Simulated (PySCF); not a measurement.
# C₁₂H₉BrSe: NMR shieldings

Wanted: NMR shieldings for C₁₂H₉BrSe (`Brc1ccc([Se]c2ccccc2)cc1`).

Programs: PySCF 2.14.0, with routines of our own; each step states its level. All values are computed. Atoms count from 0.

## 1. The system as given

23 atoms, charge 0, multiplicity 1; geometry from: GFN2-xTB.

## 2. NMR shieldings: PBE/pcSseg-1 Br:us-x2c-TZVPall-2c Se:us-x2c-TZVPall-2c, spin–orbit

The job: settings as JSON, then the geometry in Å.

```
{"job": {"kind": "hnmr", "xc": "PBE", "basis": {"default": "pcSseg-1", "Br": "us-x2c-TZVPall-2c", "Se": "us-x2c-TZVPall-2c"}, "rel": "so"}, "charge": 0, "multiplicity": 1}
Br    -5.223731     0.588404     1.578599
C     -3.639809    -0.029521     0.718250
C     -3.536503    -1.362726     0.356649
C     -2.381999    -1.805730    -0.259335
C     -1.339340    -0.920750    -0.512364
Se     0.214878    -1.582892    -1.421986
C      1.563279    -0.411939    -0.695323
C      1.585092    -0.112605     0.659898
C      2.581629     0.703678     1.161710
C      3.562262     1.206525     0.321465
C      3.546715     0.889828    -1.026476
C      2.548036     0.081024    -1.539188
C     -1.463668     0.417666    -0.159633
C     -2.612027     0.864265     0.465014
H     -4.346103    -2.047332     0.558617
H     -2.284818    -2.844090    -0.543639
H      0.824506    -0.513968     1.315264
H      2.595780     0.940481     2.215555
H      4.339039     1.842627     0.718425
H      4.310277     1.277278    -1.684236
H      2.527053    -0.168085    -2.590929
H     -0.663965     1.112929    -0.371332
H     -2.711335     1.901918     0.745071
```

Level: PBE/pcSseg-1 Br:us-x2c-TZVPall-2c Se:us-x2c-TZVPall-2c GIAO NMR shielding, X2C with spin-orbit coupling, screened-nuclear two-electron part, Gaussian nuclei, gas phase.

Launch:

```bash
> OMP_NUM_THREADS=1 python heavy_run.py task.json out
```

The driver reads the jobs from task.json and runs them one after another.

Standard output:

```text
spin-free SCF
coarse grid: 99072 points
cycle   1  E = -5497.6007126191  dE =  1.921e+00  |g| = 7.375e-01  |ddm| = 5.414e+00
cycle   2  E = -5497.4395952744  dE =  1.611e-01  |g| = 1.058e+00  |ddm| = 1.729e+00
cycle   3  E = -5497.7027141663  dE = -2.631e-01  |g| = 2.066e-01  |ddm| = 1.318e+00
cycle   4  E = -5497.7137043089  dE = -1.099e-02  |g| = 9.976e-02  |ddm| = 3.678e-01
cycle   5  E = -5497.7160431900  dE = -2.339e-03  |g| = 3.681e-02  |ddm| = 1.296e-01
cycle   6  E = -5497.7163799716  dE = -3.368e-04  |g| = 1.724e-02  |ddm| = 5.591e-02
cycle   7  E = -5497.7164402363  dE = -6.026e-05  |g| = 5.035e-03  |ddm| = 1.908e-02
cycle   8  E = -5497.7164462103  dE = -5.974e-06  |g| = 1.628e-03  |ddm| = 6.115e-03
final grid: 208992 points
cycle   9  E = -5497.7164107248  dE =  4.875e-06  |g| = 4.493e-03  |ddm| = 7.131e-03
cycle  10  E = -5497.7163663398  dE =  4.438e-05  |g| = 1.319e-02  |ddm| = 1.784e-02
cycle  11  E = -5497.7164163535  dE = -5.001e-05  |g| = 6.876e-04  |ddm| = 1.353e-02
cycle  12  E = -5497.7164164572  dE = -1.037e-07  |g| = 1.962e-04  |ddm| = 8.186e-04
cycle  13  E = -5497.7164164665  dE = -9.315e-09  |g| = 3.240e-05  |ddm| = 2.136e-04
converged SCF energy = -5497.7164164665
two-component SCF
cycle   1  E = -5497.5965076327  dE = -5.498e+03  |FDS-SDF| = 1.206e+01
cycle   2  E = -5497.8547227846  dE = -2.582e-01  |FDS-SDF| = 1.143e-02
cycle   3  E = -5497.8547226298  dE =  1.548e-07  |FDS-SDF| = 2.657e-03
cycle   4  E = -5497.8547214930  dE =  1.137e-06  |FDS-SDF| = 2.910e-03
cycle   5  E = -5497.8547230994  dE = -1.606e-06  |FDS-SDF| = 9.540e-04
cycle   6  E = -5497.8547232986  dE = -1.992e-07  |FDS-SDF| = 2.047e-04
cycle   7  E = -5497.8547233094  dE = -1.080e-08  |FDS-SDF| = 5.401e-05
converged, E = -5497.8547233094

Field gradients (au) and densities at the nuclei (bohr^-3)
atom        Vxx        Vyy        Vzz        centre      nuclear mean
  0 Br    -3.6401    -4.2156     7.8558      39290.771      39262.216
  1 C      0.0582     0.2944    -0.3526        114.522        114.522
  2 C     -0.1104    -0.1509     0.2614        114.545        114.545
  3 C     -0.1206    -0.1381     0.2586        114.540        114.539
  4 C      0.1021     0.1697    -0.2718        114.528        114.528
  5 Se     1.3132     4.6425    -5.9556      35341.005      35317.086
  6 C      0.1178     0.1706    -0.2883        114.540        114.540
  7 C     -0.1218    -0.1608     0.2825        114.549        114.549
  8 C     -0.1270    -0.1796     0.3066        114.542        114.542
  9 C     -0.1239    -0.1740     0.2979        114.534        114.534
 10 C     -0.1262    -0.1787     0.3049        114.540        114.540
 11 C     -0.1163    -0.1598     0.2761        114.545        114.545
 12 C     -0.1248    -0.1472     0.2720        114.545        114.545
 13 C     -0.1100    -0.1543     0.2643        114.548        114.548
 14 H     -0.1529    -0.1731     0.3260          0.389          0.389
 15 H     -0.1502    -0.1729     0.3231          0.390          0.390
 16 H     -0.1508    -0.1703     0.3211          0.390          0.390
 17 H     -0.1543    -0.1726     0.3269          0.391          0.391
 18 H     -0.1547    -0.1739     0.3285          0.392          0.392
 19 H     -0.1547    -0.1732     0.3279          0.392          0.392
 20 H     -0.1513    -0.1720     0.3234          0.391          0.391
 21 H     -0.1500    -0.1707     0.3207          0.389          0.389
 22 H     -0.1529    -0.1729     0.3258          0.389          0.389
without picture change
  0 Br                           8.1139                     60064.287
  5 Se                          -6.1458                     53243.634

Core orbital energies (eV)
atom   shell        mean    spread
  0 Br 1s       -13302.616   0.000
  0 Br 2s        -1731.551   0.000
  0 Br 3s         -237.070   0.000
  0 Br 4s          -20.130   0.000
  0 Br 2p1/2     -1558.992   0.000
  0 Br 2p3/2     -1512.063   0.078
  0 Br 3p1/2      -177.150   0.000
  0 Br 3p3/2      -170.357   0.227
  0 Br 3d3/2       -66.535   0.232
  0 Br 3d5/2       -65.497   0.311
  5 Se 1s       -12491.211   0.000
  5 Se 2s        -1605.889   0.000
  5 Se 3s         -212.554   0.000
  5 Se 4s          -18.711   0.000
  5 Se 2p1/2     -1440.412   0.000
  5 Se 2p3/2     -1399.153   0.067
  5 Se 3p1/2      -156.028   0.000
  5 Se 3p3/2      -150.190   0.206
  5 Se 3d3/2       -52.855   0.226
  5 Se 3d5/2       -52.003   0.291

vertical triplet (scalar unrestricted SCF): 3.329 eV

Shielding tensors (ppm)
atom      isotropic    diamagn.    paramagn.     s11        s22        s33       span
  0 Br     2235.91     2986.14     -750.23    1758.43    1829.51    3119.80    1361.37
  1 C        53.73      249.90     -196.18     -41.13      69.89     132.42     173.55
  2 C        47.04      249.33     -202.29     -49.36      46.04     144.44     193.80
  3 C        48.57      250.43     -201.86     -51.64      44.89     152.46     204.11
  4 C        40.66      254.29     -213.63     -41.81      15.03     148.77     190.58
  5 Se     1491.19     2879.38    -1388.18    1156.91    1480.61    1836.07     679.15
  6 C        41.10      255.01     -213.91     -46.76      20.66     149.40     196.16
  7 C        45.51      252.13     -206.62     -56.98      33.68     159.83     216.81
  8 C        49.50      252.38     -202.88     -57.87      37.76     168.59     226.46
  9 C        52.60      252.30     -199.70     -52.06      36.07     173.79     225.85
 10 C        50.30      252.62     -202.31     -55.20      37.36     168.75     223.95
 11 C        47.34      249.22     -201.88     -56.16      42.33     155.84     212.01
 12 C        47.00      253.20     -206.20     -53.11      36.36     157.74     210.85
 13 C        45.96      251.51     -205.55     -52.42      46.58     143.72     196.14
 14 H        24.07       28.29       -4.22      19.34      23.58      29.30       9.96
 15 H        24.17       31.78       -7.61      19.70      23.03      29.77      10.07
 16 H        23.83       34.33      -10.49      19.38      21.07      31.05      11.67
 17 H        24.19       31.22       -7.03      21.04      23.86      27.66       6.62
 18 H        24.20       28.35       -4.15      21.31      24.91      26.40       5.09
 19 H        24.14       27.95       -3.81      21.04      24.63      26.77       5.73
 20 H        23.84       32.27       -8.43      19.44      22.29      29.80      10.36
 21 H        24.24       34.75      -10.51      19.23      21.59      31.91      12.68
 22 H        24.18       30.94       -6.75      19.31      23.01      30.24      10.93
```

Run time: 5.9 min. Hardware: 1 thread of Arm Neoverse V1, shared host; peak memory 2.4 GiB.

From this job:

| quantity | value |
| --- | --- |
| energy from spin-orbit coupling | -0.1383 Eh |

## 3. NMR shieldings: PBE/pcSseg-1 Br:us-x2c-TZVPall-2c Se:us-x2c-TZVPall-2c, spin-free

The job, as its differences from that of step 2:

```diff
@@ -1,2 +1,2 @@
-{"job": {"kind": "hnmr", "xc": "PBE", "basis": {"default": "pcSseg-1", "Br": "us-x2c-TZVPall-2c", "Se": "us-x2c-TZVPall-2c"}, "rel": "so"}, "charge": 0, "multiplicity": 1}
+{"job": {"kind": "hnmr", "xc": "PBE", "basis": {"default": "pcSseg-1", "Br": "us-x2c-TZVPall-2c", "Se": "us-x2c-TZVPall-2c"}, "rel": "sf"}, "charge": 0, "multiplicity": 1}
 Br    -5.223731     0.588404     1.578599
```

With the program's defaults for keys left out, this is: PBE/pcSseg-1 Br:us-x2c-TZVPall-2c Se:us-x2c-TZVPall-2c GIAO NMR shielding, spin-free X2C, Gaussian nuclei, gas phase.

Standard output:

```text
spin-free SCF
coarse grid: 99072 points
cycle   1  E = -5497.6007126191  dE =  1.921e+00  |g| = 7.375e-01  |ddm| = 5.414e+00
cycle   2  E = -5497.4395952744  dE =  1.611e-01  |g| = 1.058e+00  |ddm| = 1.729e+00
cycle   3  E = -5497.7027141663  dE = -2.631e-01  |g| = 2.066e-01  |ddm| = 1.318e+00
cycle   4  E = -5497.7137043089  dE = -1.099e-02  |g| = 9.976e-02  |ddm| = 3.678e-01
cycle   5  E = -5497.7160431900  dE = -2.339e-03  |g| = 3.681e-02  |ddm| = 1.296e-01
cycle   6  E = -5497.7163799716  dE = -3.368e-04  |g| = 1.724e-02  |ddm| = 5.591e-02
cycle   7  E = -5497.7164402363  dE = -6.026e-05  |g| = 5.035e-03  |ddm| = 1.908e-02
cycle   8  E = -5497.7164462103  dE = -5.974e-06  |g| = 1.628e-03  |ddm| = 6.115e-03
final grid: 208992 points
cycle   9  E = -5497.7164107248  dE =  4.875e-06  |g| = 4.493e-03  |ddm| = 7.131e-03
cycle  10  E = -5497.7163663398  dE =  4.438e-05  |g| = 1.319e-02  |ddm| = 1.784e-02
cycle  11  E = -5497.7164163535  dE = -5.001e-05  |g| = 6.876e-04  |ddm| = 1.353e-02
cycle  12  E = -5497.7164164572  dE = -1.037e-07  |g| = 1.962e-04  |ddm| = 8.186e-04
cycle  13  E = -5497.7164164665  dE = -9.315e-09  |g| = 3.240e-05  |ddm| = 2.136e-04
converged SCF energy = -5497.7164164665
check of the scalar solution
cycle   1  E = -5497.7164164665  dE = -5.498e+03  |FDS-SDF| = 3.240e-05
cycle   2  E = -5497.7164164653  dE =  1.244e-09  |FDS-SDF| = 7.629e-05
converged, E = -5497.7164164653

Field gradients (au) and densities at the nuclei (bohr^-3)
atom        Vxx        Vyy        Vzz        centre      nuclear mean
  0 Br    -3.6449    -4.2211     7.8660      39288.096      39259.540
  1 C      0.0576     0.2955    -0.3531        114.521        114.521
  2 C     -0.1103    -0.1510     0.2614        114.545        114.545
  3 C     -0.1205    -0.1380     0.2586        114.540        114.539
  4 C      0.1024     0.1696    -0.2719        114.528        114.528
  5 Se     1.3124     4.6447    -5.9572      35338.796      35314.877
  6 C      0.1181     0.1704    -0.2885        114.539        114.539
  7 C     -0.1217    -0.1608     0.2825        114.549        114.549
  8 C     -0.1270    -0.1796     0.3066        114.542        114.542
  9 C     -0.1239    -0.1740     0.2979        114.534        114.534
 10 C     -0.1262    -0.1786     0.3049        114.540        114.540
 11 C     -0.1162    -0.1598     0.2761        114.545        114.545
 12 C     -0.1247    -0.1472     0.2719        114.545        114.545
 13 C     -0.1099    -0.1544     0.2643        114.548        114.548
 14 H     -0.1529    -0.1731     0.3260          0.389          0.389
 15 H     -0.1502    -0.1729     0.3231          0.390          0.390
 16 H     -0.1508    -0.1703     0.3211          0.390          0.390
 17 H     -0.1543    -0.1726     0.3269          0.391          0.391
 18 H     -0.1547    -0.1739     0.3285          0.392          0.392
 19 H     -0.1547    -0.1732     0.3279          0.392          0.392
 20 H     -0.1513    -0.1720     0.3234          0.391          0.391
 21 H     -0.1500    -0.1707     0.3207          0.389          0.389
 22 H     -0.1529    -0.1729     0.3258          0.389          0.389
without picture change
  0 Br                           8.1280                     60064.823
  5 Se                          -6.1474                     53244.070

Core orbital energies (eV)
atom   shell        mean    spread
  0 Br 1s       -13302.819   0.000
  0 Br 2s        -1731.585   0.000
  0 Br 3s         -237.076   0.000
  0 Br 4s          -20.131   0.000
  0 Br 2p        -1527.457   0.118
  0 Br 3p         -172.583   0.350
  0 Br 3d          -65.914   0.351
  5 Se 1s       -12491.387   0.000
  5 Se 2s        -1605.921   0.000
  5 Se 3s         -212.562   0.000
  5 Se 4s          -18.713   0.000
  5 Se 2p        -1412.701   0.112
  5 Se 3p         -152.107   0.344
  5 Se 3d          -52.348   0.318

Shielding tensors (ppm)
atom      isotropic    diamagn.    paramagn.     s11        s22        s33       span
  0 Br     1914.30     3135.18    -1220.88    1379.03    1451.66    2912.20    1533.17
  1 C        38.32      249.78     -211.47     -43.23      48.24     109.95     153.18
  2 C        47.26      248.99     -201.73     -48.14      45.43     144.50     192.64
  3 C        48.96      250.38     -201.43     -50.15      44.51     152.51     202.66
  4 C        31.23      254.17     -222.94     -42.80      -0.23     136.72     179.51
  5 Se     1225.60     3016.11    -1790.51     940.92    1148.65    1587.22     646.30
  6 C        31.97      254.93     -222.96     -47.58       9.47     134.01     181.60
  7 C        45.70      252.07     -206.37     -56.09      33.42     159.78     215.87
  8 C        49.33      252.26     -202.93     -57.64      37.51     168.13     225.77
  9 C        52.13      252.20     -200.07     -52.36      35.56     173.20     225.56
 10 C        50.08      252.52     -202.45     -55.17      36.99     168.41     223.58
 11 C        47.31      249.10     -201.79     -55.82      41.96     155.80     211.63
 12 C        47.56      253.13     -205.57     -51.35      36.08     157.96     209.31
 13 C        46.24      251.15     -204.91     -51.01      45.95     143.79     194.81
 14 H        24.17       28.30       -4.13      19.57      23.49      29.45       9.88
 15 H        24.16       31.78       -7.62      19.69      23.00      29.80      10.11
 16 H        23.90       34.33      -10.43      19.43      21.18      31.08      11.65
 17 H        24.17       31.22       -7.06      21.00      23.81      27.69       6.70
 18 H        24.23       28.34       -4.12      21.30      24.92      26.46       5.16
 19 H        24.12       27.96       -3.84      20.96      24.58      26.82       5.86
 20 H        23.92       32.25       -8.34      19.57      22.29      29.88      10.32
 21 H        24.22       34.75      -10.53      19.20      21.58      31.89      12.69
 22 H        24.27       30.98       -6.71      19.55      22.91      30.36      10.81
```

Wall time 2 min (1 thread of Arm Neoverse V1, shared host); peak memory 2 GiB.

## 4. Shieldings side by side

| run | Br0 | Se5 | C1 | C4 | C6 | C12 | C9 | time |
| --- | --- | --- | --- | --- | --- | --- | --- | --- |
| step 2, PBE/pcSseg-1 Br:us-x2c-TZVPall-2c Se:us-x2c-TZVPall-2c, spin–orbit | 2235.9 | 1491.2 | 53.7 | 40.7 | 41.1 | 47.0 | 52.6 | 5.9 min |
| step 3, PBE/pcSseg-1 Br:us-x2c-TZVPall-2c Se:us-x2c-TZVPall-2c, spin-free | 1914.3 | 1225.6 | 38.3 | 31.2 | 32.0 | 47.6 | 52.1 | 2 min |

## 5. Outcome

| quantity | value |
| --- | --- |
| energy from spin-orbit coupling (step 2, PBE/pcSseg-1 Br:us-x2c-TZVPall-2c Se:us-x2c-TZVPall-2c, spin–orbit) | -0.1383 Eh |
| shieldings (step 2, PBE/pcSseg-1 Br:us-x2c-TZVPall-2c Se:us-x2c-TZVPall-2c, spin–orbit) | Br0 2235.9, C1 53.7, C2 47.0, C3 48.6, C4 40.7, Se5 1491.2, C6 41.1, C7 45.5, C8 49.5, C9 52.6, C10 50.3, C11 47.3, C12 47.0, C13 46.0 ppm |
| shieldings (step 3, PBE/pcSseg-1 Br:us-x2c-TZVPall-2c Se:us-x2c-TZVPall-2c, spin-free) | Br0 1914.3, C1 38.3, C2 47.3, C3 49.0, C4 31.2, Se5 1225.6, C6 32.0, C7 45.7, C8 49.3, C9 52.1, C10 50.1, C11 47.3, C12 47.6, C13 46.2 ppm |

What this shows: In step 2, Br0 has the widest tensor, 1361 ppm. Br0 moves most between the runs, by 322 ppm; the labels say what changes from run to run.
